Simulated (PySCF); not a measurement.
# The bond of ZnS+, level by level

The task here is to estimate one member of a computed series from the others.

Program: PySCF 2.14.0. Level of theory: Zn def2-TZVPPD, S def2-TZVPPD, no relativity. These are calculated values, not measurements.

Set-up of the first run:

A driver script around PySCF takes these settings:

```
atoms                         : Zn, S
charge                        : 1
basis                         : Zn def2-TZVPPD, S def2-TZVPPD
Hamiltonian                   : no relativity
basis functions               : 118
electrons treated             : 45
masses in u                   : 63.9291, 31.9721
levels                        : PBE0, PBE, r²SCAN, M06-L, MN15, r²SCANh, BLYP, BP86, ωB97X-V, HF, MP2, SCS-MP2
grid                          : 80 radial by 434 angular points
occupations                   : held fixed by the projection of orbital angular momentum
dissociation limit            : Zn+ + S, each in its ground configuration
starting distance in angstrom : 2.275
values of 2S to try           : 1, 3
```

The run is started by

```sh
OMP_NUM_THREADS=2 python dia.py task.json out
```

Steps of the session up to this table: Set-up; First curve: PBE0; Other states along the same grid; PBE (GGA); r²SCAN (meta-GGA); M06-L (meta-GGA); MN15 (hybrid meta-GGA); r²SCANh (hybrid meta-GGA); BLYP (GGA); BP86; ωB97X-V (range-separated hybrid); UHF (mean field).

One table of the session follows, with a row left open; its other results are not shown here.

Energy (eV) from each level's lowest point:

```
R (Å)    UHF  UHF-MP2  UHF-SCS-MP2    PBE   BLYP
1.857  1.167    0.852        0.935  0.895  0.996
1.943  0.554    0.363        0.416  0.400  0.472
2.030  0.200    0.102        0.131  0.129  0.171
2.094  0.060    0.016        0.029  0.031  0.052
2.159  0.000    0.000        0.000  0.000  0.001
2.224  0.000    0.045        0.036  0.020  0.000
2.310  0.049    0.226        0.220  0.102  0.056
2.418      ?        ?            ?      ?      ?
2.548  0.197    0.824        0.821  0.503  0.391
2.720  0.294    1.111        1.102  0.844  0.689
```

Estimate the missing values for R (Å) = 2.418.

Worked estimate for «UHF». A straight line through the neighbours (2.310, 0.049) and (2.548, 0.197) gives 0.049 + (0.197 − 0.049) × (2.418 − 2.310) / (2.548 − 2.310) = 0.116; a parabola fitted to 4 rows on both sides gives 0.118.

The run gave: UHF: 0.119; UHF-MP2: 0.529; UHF-SCS-MP2: 0.530; PBE: 0.264; BLYP: 0.187. In «UHF» the line misses by -0.003 and the parabola by -0.001.
